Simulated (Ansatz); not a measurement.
**AlBrH2SSi: one species, many methods**

An exercise on one series of results from a longer session: the logs are not shown, and one member is left open.

Method: functionals in def2-TZVPP, the program's frozen cores in correlated methods; program: Ansatz 0.2.0, Gaussian basis.

Levels to be run: LDA (SPW92), PBE-D4, revPBE-D4, BLYP-D4, r2SCAN-D4, B97M-V, PBE0-D4, B3LYP-D4, r2SCANh-D4, r2SCAN0-D4, HSE06-D4, BHLYP-D4, CAM-B3LYP-D4, LC-ωPBE, ωB97X-V, ωB97M-V, B2PLYP, PBE-QIDH; CCSD(T)/def2-SVP; CCSD(T)/def2-TZVPP; MP2/def2-QZVPP; extrapolation to the limit; RPA on PBE.

## The geometry

An earlier PBE0-D4 in a triple-zeta def2 set relaxation fixed the geometry.

SMILES `[Br][Al]1[SiH2][S]1`, 6 atoms, charge 0, spin multiplicity 1.

Atoms are counted from 1 here; the program's logs count them from 0.

Bond lengths: Br1–Al2 2.231 Å, Al2–Si3 2.307 Å, Al2–S4 2.161 Å, Si3–S4 2.211 Å, Si3–H5 1.486 Å, Si3–H6 1.486 Å. Angles: Br1–Al2–Si3 164.5°, Br1–Al2–S4 136.3°, Si3–Al2–S4 59.2°, Al2–Si3–S4 57.1°, Al2–Si3–H5 124.9°, Al2–Si3–H6 125.0°, S4–Si3–H5 112.8°, S4–Si3–H6 112.9°, H5–Si3–H6 109.1°, Al2–S4–Si3 63.7°.

Set-up of the first run:

in.yaml reads:

```yaml
crystal:
  periodic: [false, false, false]
  atoms:
    - {symbol: Br, position_ang: [0.156763, -3.320549, 1.109549]}
    - {symbol: Al, position_ang: [-0.020366, -1.240415, 0.323262]}
    - {symbol: Si, position_ang: [0.241335, 1.017908, -0.068206]}
    - {symbol: S, position_ang: [-1.204316, -0.234422, -1.178329]}
    - {symbol: H, position_ang: [1.281014, 1.614440, -0.945846]}
    - {symbol: H, position_ang: [-0.412332, 2.099036, 0.713372]}
basis:
  gaussian: {orbitals: def2-TZVPP}
hamiltonian: {xc: lda}
output: {orbitals: {seedname: orbitals}}
```

On the command line:

```console
$ ansatz run in.yaml --threads 2 --pin off --events-out ev --progress --plain --max-ram 4352MiB
```

Among the steps run: LDA; PBE-D4 (GGA); revPBE-D4 (GGA); BLYP-D4 (GGA); r2SCAN-D4 (meta-GGA); B97M-V (meta-GGA); PBE0-D4 (hybrid); B3LYP-D4 (hybrid); r2SCANh-D4 (hybrid); r2SCAN0-D4 (hybrid); HSE06-D4 (hybrid); BHLYP-D4 (hybrid); CAM-B3LYP-D4 (range-separated); LC-ωPBE (range-separated); ωB97X-V (range-separated); ωB97M-V (range-separated); B2PLYP (double hybrid); PBE-QIDH (double hybrid).

One of the session's tables, all rows but one given; the rest of the session is left out.

It belongs to the step «Frontier levels by functional». 

```
  functional  HOMO (eV)  LUMO (eV)  gap (eV)
 LDA (SPW92)      -6.00      -2.80      3.20
      PBE-D4      -5.87      -2.54      3.33
   revPBE-D4      -5.82      -2.42      3.40
     BLYP-D4      -5.70      -2.41      3.29
   r2SCAN-D4      -6.08      -2.24      3.84
      B97M-V      -6.08      -2.28      3.79
     PBE0-D4      -6.86      -1.76      5.11
    B3LYP-D4          ?          ?         ?
  r2SCANh-D4      -6.44      -1.98      4.46
  r2SCAN0-D4      -6.99      -1.60      5.39
    HSE06-D4      -6.48      -2.13      4.35
    BHLYP-D4      -7.72      -0.89      6.83
CAM-B3LYP-D4      -8.04      -0.77      7.27
     LC-ωPBE      -9.30       0.30      9.60
     ωB97X-V      -8.99       0.24      9.23
     ωB97M-V      -8.78      -0.06      8.73
```

**Question.** Estimate the row for B3LYP-D4.

Worked estimate for «HOMO (eV)». Against the share of exact exchange, BLYP-D4 (0, -5.70), BHLYP-D4 (0.5, -7.72) give a slope of -4.04 per unit share; at 0.2 the line stands at -6.51.

**Answer.** HOMO (eV): -6.66; LUMO (eV): -1.96; gap (eV): 4.70. In «HOMO (eV)» the line misses by +0.15.
